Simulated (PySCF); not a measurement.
**RuOH₄: structure of the singlet**

Aim: relax RuOH₄ as a singlet from a square pyramidal (ligand arrangement 1) start, check by its vibrations whether the end is a minimum, and collect its spectrum and constants.

Program: PySCF 2.14.0. Level of theory: PBE0, basis Ru def2-TZVP with ECP28, O def2-TZVP, H def2-TZVP, scalar-relativistic core potentials, no spin–orbit coupling, density fitting. These are calculated values, not measurements.

## (1) The starting structure

6 atoms, charge 0, spin multiplicity 1.

Bond lengths: Ru1–O2 1.710 Å, Ru1–H3 1.570 Å, Ru1–H4 1.570 Å, Ru1–H5 1.570 Å, Ru1–H6 1.570 Å. Angles: O2–Ru1–H3 102.0°, O2–Ru1–H4 87.5°, O2–Ru1–H5 156.0°, O2–Ru1–H6 87.5°, H3–Ru1–H4 102.0°, H3–Ru1–H5 102.0°, H3–Ru1–H6 102.0°, H4–Ru1–H5 87.5°, H4–Ru1–H6 156.0°, H5–Ru1–H6 87.5°.

Z-matrix (Å, degrees; charge 0 multiplicity 1):
```
Ru
O  1 1.7100
H  1 1.5700 2 102.00
H  1 1.5700 2 87.52 3 101.74
H  1 1.5700 2 156.00 3 180.00
H  1 1.5700 2 87.52 3 -101.74
```

## (2) The SCF at the typed geometry

The steps below are one call of a driver around PySCF. For each, scf.py gives the equivalent set-up of the SCF; relaxations use the driver's own optimiser. After this first run the driver tries any further starts and a stability analysis.

The input, scf.py:

```python
from pyscf import gto, scf, dft
mol = gto.M(atom='''
Ru     0.000000     0.000000     0.000000
O     -0.000000    -1.672600    -0.355500
H      0.000000     0.000000     1.570000
H      1.535700     0.000000    -0.326400
H      0.000000     1.535700    -0.326400
H     -1.535700     0.000000    -0.326400''',
    basis={'Ru': 'def2-TZVP', 'O': 'def2-TZVP', 'H': 'def2-TZVP'},
    ecp={'Ru': 'def2-TZVP'},
    charge=0, spin=0)
mf = dft.RKS(mol, xc='PBE0')
mf.grids.atom_grid = (50, 194)
aux = {'Ru': 'def2-universal-JKFIT', 'O': 'def2-universal-JKFIT', 'H': 'def2-universal-JKFIT'}
mf = mf.density_fit(auxbasis=aux)
mf.conv_tol = 1e-08
mf.diis_space = 10
mf.max_cycle = 60
mf.init_guess = 'minao'
mf.verbose = 4
mf.kernel()
```

Launch:

```
$ OMP_NUM_THREADS=4 python axn.py task.json out
```

The program printed, cut to the lines that bear on the results:

```text
[... the frontier levels of the middle cycles are left out ...]
init E= -164.325274846045
  HOMO = -0.601941491002556  LUMO = -0.554346565208785  gap/eV = 1.29512
cycle= 1 E= -171.574730251866  delta_E= -7.25  |g|= 1.73  |ddm|=  4.2
  HOMO = 0.0264123546939669  LUMO = 0.0337496835242892  gap/eV = 0.19966
cycle= 2 E= -167.768830046499  delta_E= 3.81  |g|= 4.27  |ddm|= 5.03
  HOMO = -0.255522662392604  LUMO = -0.194723794772084  gap/eV = 1.65442
cycle= 3 E= -172.180568920828  delta_E= -4.41  |g|= 0.736  |ddm|= 4.45
cycle= 4 E= -171.726513172243  delta_E= 0.454  |g|= 1.69  |ddm|= 0.866
cycle= 5 E= -172.270758125308  delta_E= -0.544  |g|= 0.142  |ddm|= 0.679
cycle= 6 E= -172.274069374215  delta_E= -0.00331  |g|= 0.0702  |ddm|= 0.115
cycle= 7 E= -172.275054708634  delta_E= -0.000985  |g|= 0.0269  |ddm|= 0.0427
cycle= 8 E= -172.275249238454  delta_E= -0.000195  |g|= 0.00728  |ddm|= 0.0229
cycle= 9 E= -172.275266998687  delta_E= -1.78e-05  |g|= 0.000944  |ddm|= 0.00945
cycle= 10 E= -172.275268693709  delta_E= -1.7e-06  |g|= 0.000941  |ddm|= 0.00428
cycle= 11 E= -172.275269081044  delta_E= -3.87e-07  |g|= 0.000363  |ddm|= 0.00185
cycle= 12 E= -172.275269119255  delta_E= -3.82e-08  |g|= 3.97e-05  |ddm|= 0.000474
cycle= 13 E= -172.275269119963  delta_E= -7.08e-10  |g|= 1.99e-05  |ddm|= 6.3e-05
  HOMO = -0.278532872501479  LUMO = -0.171075769159569  gap/eV = 2.92406
Extra cycle  E= -172.275269119588  delta_E= 3.75e-10  |g|= 4.77e-05  |ddm|= 4.62e-05
converged SCF energy = -172.275269119588
```

This step, with its further starts and checks, ran for 6.2 s (4 threads of Arm Neoverse V2, shared host).

The starts that the driver tried:

```
                      start  energy (Eh)
    the minimal-basis guess  -172.275269
a thermally smeared density  -172.275269
      a smeared PBE density  -172.275269
```

No lower closed-shell solution turned up from the other starts or in the test of internal stability.

## (3) Square pyramidal (ligand arrangement 1) start, singlet: relaxation

The program finds Cs symmetry in the start, which this walk keeps.

scf.py, as its differences from that of step 2:

```diff
@@ -3,6 +3,6 @@
-Ru     0.000000     0.000000     0.000000
-O     -0.000000    -1.672600    -0.355500
-H      0.000000     0.000000     1.570000
-H      1.535700     0.000000    -0.326400
-H      0.000000     1.535700    -0.326400
-H     -1.535700     0.000000    -0.326400''',
+Ru     0.000000     0.206719     0.041751
+O      0.000000    -1.465881    -0.313749
+H      0.000000     0.206719     1.611751
+H      1.535700     0.206719    -0.284649
+H      0.000000     1.742419    -0.284649
+H     -1.535700     0.206719    -0.284649''',
@@ -19 +18,0 @@
-mf.init_guess = 'minao'
```

Steps of the walk:

```csv
step,energy (Eh),change (kJ/mol),largest symmetric gradient (Eh/bohr)
0,-172.275269,0.00,0.15779
1,-172.330841,-145.90,0.04183
2,-172.364160,-233.38,0.03078
3,-172.379160,-272.77,0.04854
4,-172.394267,-312.43,0.03725
5,-172.403703,-337.20,0.00592
6,-172.405334,-341.48,0.00726
7,-172.406438,-344.38,0.00319
8,-172.407215,-346.42,0.00309
9,-172.407333,-346.73,0.00255
10,-172.407345,-346.77,0.00051
11,-172.407347,-346.77,0.00015
```

The walk took 14 s.

After 11 steps and 346.8 kJ/mol it ends at C4v: Ru–H 1.580 Å (×4), Ru–O 1.619 Å; H–Ru–H 76.5° (×4), H–Ru–H 122.2° (×2), H–Ru–O 118.9° (×4).

## (4) Frequencies

The point is checked on the finer grid, and tightened if its gradient asks for it. The Hessian and the dipole derivatives come from central differences of analytic gradients, with steps of 0.02 bohr.

scf.py, as its differences from that of step 3:

```diff
@@ -3,6 +3,6 @@
-Ru     0.000000     0.206719     0.041751
-O      0.000000    -1.465881    -0.313749
-H      0.000000     0.206719     1.611751
-H      1.535700     0.206719    -0.284649
-H      0.000000     1.742419    -0.284649
-H     -1.535700     0.206719    -0.284649''',
+Ru    -0.000000     0.174999     0.068443
+O      0.000000    -1.332241    -0.521050
+H     -0.000000     0.380233     1.635417
+H      1.384576     0.884552     0.345955
+H     -0.000000     1.388871    -0.943507
+H     -1.384576     0.884552     0.345955''',
@@ -13 +13 @@
-mf.grids.atom_grid = (50, 194)
+mf.grids.atom_grid = (75, 302)
@@ -16 +16 @@
-mf.conv_tol = 1e-08
+mf.conv_tol = 1e-10
```

The driver hands on the density of the step before, so the log starts near convergence.

SCF at the final geometry:

```text
init E= -172.407347395011
  HOMO = -0.318913346285083  LUMO = -0.113167642423253  gap/eV = 5.59863
cycle= 1 E= -172.407347394941  delta_E= 6.93e-11  |g|= 2.04e-05  |ddm|= 1.56e-05
  HOMO = -0.318920949509572  LUMO = -0.113172512295218  gap/eV = 5.59870
cycle= 2 E= -172.407347394491  delta_E= 4.5e-10  |g|= 5.28e-05  |ddm|= 3.9e-05
  HOMO = -0.318915468458776  LUMO = -0.113169193413295  gap/eV = 5.59864
cycle= 3 E= -172.407347395019  delta_E= -5.28e-10  |g|= 5.23e-06  |ddm|= 2.77e-05
  HOMO = -0.318915515281613  LUMO = -0.113169084341955  gap/eV = 5.59865
cycle= 4 E= -172.407347395023  delta_E= -3.81e-12  |g|= 3.89e-07  |ddm|= 2.23e-06
  HOMO = -0.318915469488569  LUMO = -0.113169070435671  gap/eV = 5.59864
Extra cycle  E= -172.407347395024  delta_E= -1.48e-12  |g|= 8.57e-07  |ddm|= 5.41e-07
converged SCF energy = -172.407347395024
```

The whole step took 27 s.

Geometry: C4v; Ru–H 1.580 Å (×4), Ru–O 1.618 Å; H–Ru–H 76.6° (×4), H–Ru–H 122.4° (×2), H–Ru–O 118.8° (×4).

Modes, for the most abundant isotopes:

| symmetry | ω (cm⁻¹) | IR (km/mol) | type |
| --- | --- | --- | --- |
| e | 519 | 113 | bend |
| e | 675 | 3.1 | bend |
| a1 | 844 | 8.0 | bend |
| b2 | 865 | 0.0 | bend |
| b1 | 1020 | 0.0 | bend |
| a1 | 1112 | 138 | mixed |
| b1 | 2125 | 0.0 | stretch |
| e | 2169 | 58.7 | stretch |
| a1 | 2173 | 44.4 | stretch |

No imaginary mode, so this is a minimum.

Constants and moments:

```yaml
Dipole_moment: 1.16 D
Highest_occupied_level: -8.68 eV
Lowest_empty_level: -3.08 eV
Rotational_constants: 2.181, 0.3846, 0.3846 cm⁻¹
Zero-point_energy: 88.9 kJ/mol
Principal_polarisabilities: 37.6, 37.6, 47.1 bohr³
Atomisation_energy_without_zero-point_energy: 1549 kJ/mol
Principal_traceless_quadrupole_moments_about_the_centre_of_mass: -1.62, 0.81, 0.81 D Å
Entropy_at_298.15_K_and_1_bar: 255.6 J/(mol K)
Heat_capacity_Cp_at_298.15_K: 58.2 J/(mol K)
Enthalpy_at_298.15_K_above_0_K: 12.16 kJ/mol
Rotational_symmetry_number: 4
```

Populations by atom (charges in e):

| atom | Mulliken | Löwdin | polar tensor | Mayer order to Ru1 |
| --- | --- | --- | --- | --- |
| Ru1 | 0.23 | 0.03 | 0.55 | – |
| O2 | -0.54 | -0.21 | -0.52 | 1.85 |
| H3,4,5,6 | 0.08 | 0.05 | -0.01 | 0.89 |

Mulliken populations on Ru1 (outside its core potential): s 2.62, p 6.66, d 6.46, f 0.02.

## (5) Stability of the closed shell

At the lowest minimum the closed shell is tested against spin polarisation, on the (50, 194) grid. It is stable.

## (6) Outcome

| quantity | value |
| --- | --- |
| minimum | singlet, C4v |
| geometry | Ru–H 1.580 Å (×4), Ru–O 1.618 Å; H–Ru–H 76.6° (×4), H–Ru–H 122.4° (×2), H–Ru–O 118.8° (×4) |
| wavenumbers (cm⁻¹) | 519 (e), 675 (e), 844 (a1), 865 (b2), 1020 (b1), 1112 (a1), 2125 (b1), 2169 (e), 2173 (a1) |
| dipole moment | 1.16 D |
| highest occupied, lowest empty level | -8.68, -3.08 eV |
| polar-tensor charge of Ru1 | +0.55 e |
| zero-point energy | 88.9 kJ/mol |
| entropy at 298.15 K | 255.6 J/(mol K) |
| atomisation energy (no zero-point energy) | 1549 kJ/mol |

**Reading.** From Cs at the start the molecule goes to a C4v minimum. In the infrared the band at 1112 cm⁻¹ (a1, mixed) leads. Only this shape and spin were tried, so other structures or states may lie lower.

The search up to here ran for 49 s (4 threads of Arm Neoverse V2, shared host).
